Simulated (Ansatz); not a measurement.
# Ge3W2: the cost of one run

Program: Ansatz 0.2.0. Level of theory: DFT PBE, scalar-relativistic, plane waves, PAW. These are calculated values, not measurements.

### 1 The system as given

The structure is trigonal, space group R-3m (No. 166). Conventional cell: a = 7.955 Å, b = 7.955 Å, c = 10.292 Å, α = 90.00°, β = 90.00°, γ = 120.00°. Around Ge (site symmetry 2/m) lie 6 W at 3.73 to 4.01 Å and 8 Ge at 3.98 to 4.13 Å. Around W (site symmetry 3m) lie 1 W at 0.97 Å.

As a file:

```
Ge W
1.0
     3.97730    2.29630    3.43051
    -3.97730    2.29630    3.43051
     0.00000   -4.59259    3.43051
Ge W
3 2
Direct
  0.50000 0.50000 0.00000
  0.00000 0.50000 0.50000
  0.50000 0.00000 0.50000
  0.95286 0.95286 0.95286
  0.04714 0.04714 0.04714
```

The cell is invented: random cell by space group and Wyckoff sites (R-3m, No. 166). Its size is a rough estimate.

### 2 The guess as it stands, on a coarse mesh

input.yaml

```yaml
crystal:
  lattice:
    - [3.97730033, 2.29629541, 3.43051328]
    - [-3.97730033, 2.29629541, 3.43051328]
    - [0.0, -4.59259083, 3.43051328]
  atoms:
    - { symbol: Ge, position: [0.5, 0.5, 0.0] }
    - { symbol: Ge, position: [0.0, 0.5, 0.5] }
    - { symbol: Ge, position: [0.5, 0.0, 0.5] }
    - { symbol: W, position: [0.95285632, 0.95285632, 0.95285632] }
    - { symbol: W, position: [0.04714368, 0.04714368, 0.04714368] }
basis:
  ecutwfc: 420
kpoints:
  mp_grid: { grid: [3, 3, 3] }
hamiltonian:
  xc: pbe
scf:
  occupations: { method: gaussian, width: 0.1 }
  lower_state_search: "off"
output:
  forces: true
  stress: true
  eigenvalues: true
```

The run is started by

```sh
$ ansatz run input.yaml --threads 1 --pin off --max-ram 2560MiB --backend cpu --events-out ev --progress --plain --runs-dir out
```

**Question.** How long does this run take on 1 thread of Intel Xeon Platinum 8488C (Sapphire Rapids), shared host, and how much memory does it need?

About 11 s, with a peak of 0.49 GiB.
